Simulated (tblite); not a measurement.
# C4H8GeN2: the cost of one run

Programs: tblite 0.8.0 and PySCF 2.14.0, with density-fitted response routines of our own. Each step states its level of theory. These are calculated values for one molecule in the gas phase, unless marked as measured. Atoms are numbered from 0 throughout.

### Step 1. Starting geometry

15 atoms, charge 0, multiplicity 1; geometry from: force field or distance geometry start.

Bonds of the start (Å): C0–C1 1.35, C1–C2 1.49, C2–N3 1.45, N3–Ge4 1.84, Ge4–C5 1.91, C5–N6 1.15, C0–H7 1.08, C0–H8 1.09, C1–H9 1.09, C2–H10 1.10, C2–H11 1.11, N3–H12 1.02, Ge4–H13 1.54, Ge4–H14 1.55.

### Step 2. Optimising the geometry with GFN2-xTB

Job settings and geometry (Å):

```
{"job": {"kind": "relax", "xc": "GFN2-xTB", "basis": "xTB"}, "charge": 0, "multiplicity": 1}
C      2.706600     0.838800    -0.118900
C      1.906000    -0.210500    -0.393700
C      0.657400    -0.357600     0.409500
N     -0.473600    -0.327400    -0.501600
Ge    -2.127200    -0.496000     0.295300
C     -3.168600     0.988600    -0.312000
N     -3.786800     1.883400    -0.688900
H      3.615000     0.924900    -0.700600
H      2.423100     1.559400     0.646200
H      2.187100    -0.945300    -1.149300
H      0.704300    -1.269700     1.027500
H      0.586600     0.537500     1.057900
H     -0.339700    -0.898400    -1.342000
H     -2.902100    -1.769200    -0.090800
H     -1.992600    -0.450300     1.839500
```

The run is started by

```console
OMP_NUM_THREADS=1 python probes_run.py task.json out
```

This one command runs all jobs of the session in turn.

**Question.** How long does this first job take on 1 thread of Intel Xeon at 2.50GHz, shared host, and how much memory does it need?

About 3.1 s, with a peak of 0.18 GiB.
